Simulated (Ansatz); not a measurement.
# NiGe: properties at the relaxed cell

The task here is to estimate one member of a computed series from the others.

Method: DFT PBE and PBEsol (the runs whose input is shown use PBEsol), scalar-relativistic, plane waves, PAW, in Ansatz 0.2.0.

## The structure to begin with

It takes space group Pnma (No. 62, orthorhombic). Conventional cell: a = 5.397 Å, b = 3.481 Å, c = 5.846 Å, α = 90.00°, β = 90.00°, γ = 90.00°. Ni (site symmetry m) is surrounded by 6 Ge at 2.35 to 2.53 Å. Around Ge (site symmetry m) lie 6 Ni at 2.35 to 2.53 Å.

As a file:

```cif
data_structure
_symmetry_space_group_name_H-M 'P 1'
_symmetry_Int_Tables_number 1
_cell_length_a 5.3967
_cell_length_b 3.4809
_cell_length_c 5.8461
_cell_angle_alpha 90.000
_cell_angle_beta 90.000
_cell_angle_gamma 90.000
_cell_volume 109.82
loop_
_atom_site_label
_atom_site_type_symbol
_atom_site_fract_x
_atom_site_fract_y
_atom_site_fract_z
_atom_site_occupancy
Ni1 Ni 0.99428 0.75000 0.19018 1
Ni2 Ni 0.00572 0.25000 0.80982 1
Ni3 Ni 0.50572 0.25000 0.69018 1
Ni4 Ni 0.49428 0.75000 0.30982 1
Ge1 Ge 0.81033 0.75000 0.58743 1
Ge2 Ge 0.18967 0.25000 0.41257 1
Ge3 Ge 0.68967 0.25000 0.08743 1
Ge4 Ge 0.31033 0.75000 0.91257 1
```

It is the result of an earlier relaxation at this level (volume 13.73 Å³/atom; gap on the mesh: none (metal)).

Set-up of the first run:

input.yaml reads:

```yaml
crystal:
  lattice:
    - [5.3966597458, 0.0, 0.0]
    - [0.0, 3.4808792299, 0.0]
    - [0.0, 0.0, 5.8460828262]
  atoms:
    - { symbol: Ni, position: [0.9942832658, 0.75, 0.1901827594] }
    - { symbol: Ni, position: [0.0057167342, 0.25, 0.8098172406] }
    - { symbol: Ni, position: [0.5057167342, 0.25, 0.6901827594] }
    - { symbol: Ni, position: [0.4942832658, 0.75, 0.3098172406] }
    - { symbol: Ge, position: [0.8103267545, 0.75, 0.5874320769] }
    - { symbol: Ge, position: [0.1896732455, 0.25, 0.4125679231] }
    - { symbol: Ge, position: [0.6896732455, 0.25, 0.0874320769] }
    - { symbol: Ge, position: [0.3103267545, 0.75, 0.9125679231] }
basis:
  ecutwfc: 420
kpoints:
  mp_grid: { grid: [8, 10, 6] }
hamiltonian:
  xc: pbesol
scf:
  occupations: { method: gaussian, width: 0.1 }
output:
  forces: true
  stress: true
  eigenvalues: true
  write_density: true
  write_potential: true
  elf: true
  volumetric_format: npy
relax:
  adjacent_minimum: "off"
  f_tol: 0.005
  max_steps: 50
  cell: { stress_tol: 0.05 }
```

The run is started by

```
$ ansatz run input.yaml --threads 4 --pin off --max-ram 10240MiB --backend cpu --events-out ev --progress --plain --runs-dir out
```

Steps of the session up to this table: Relaxing with PBEsol; Relaxing with PBE+D3(BJ); The cell under LDA; Relaxing with r2SCAN.

One table of the session follows, with a row left open; its other results are not shown here.

| functional | a (Å) | b (Å) | c (Å) | volume (Å³/atom) |
| --- | --- | --- | --- | --- |
| PBE | 5.397 | 3.481 | 5.846 | 13.73 |
| PBEsol | ? | ? | ? | ? |
| PBE+D3(BJ) | 5.355 | 3.440 | 5.771 | 13.29 |
| LDA | 5.258 | 3.406 | 5.690 | 12.74 |
| r2SCAN | 5.307 | 3.448 | 5.812 | 13.29 |

**Question.** Estimate the row for PBEsol.

The run gave: a (Å): 5.315; b (Å): 3.438; c (Å): 5.737; volume (Å³/atom): 13.10. In the column «a (Å)» it lies between r2SCAN (5.307) and PBE+D3(BJ) (5.355).

The volumes rise in the order LDA, PBEsol, PBE+D3(BJ), r2SCAN, PBE, over 7.8 %. r2SCAN comes nearest to the reported cell (-0.8 %), which holds thermal expansion that these runs lack. Spin polarisation is off in the runs that give these values; a magnetic solution could lie lower.
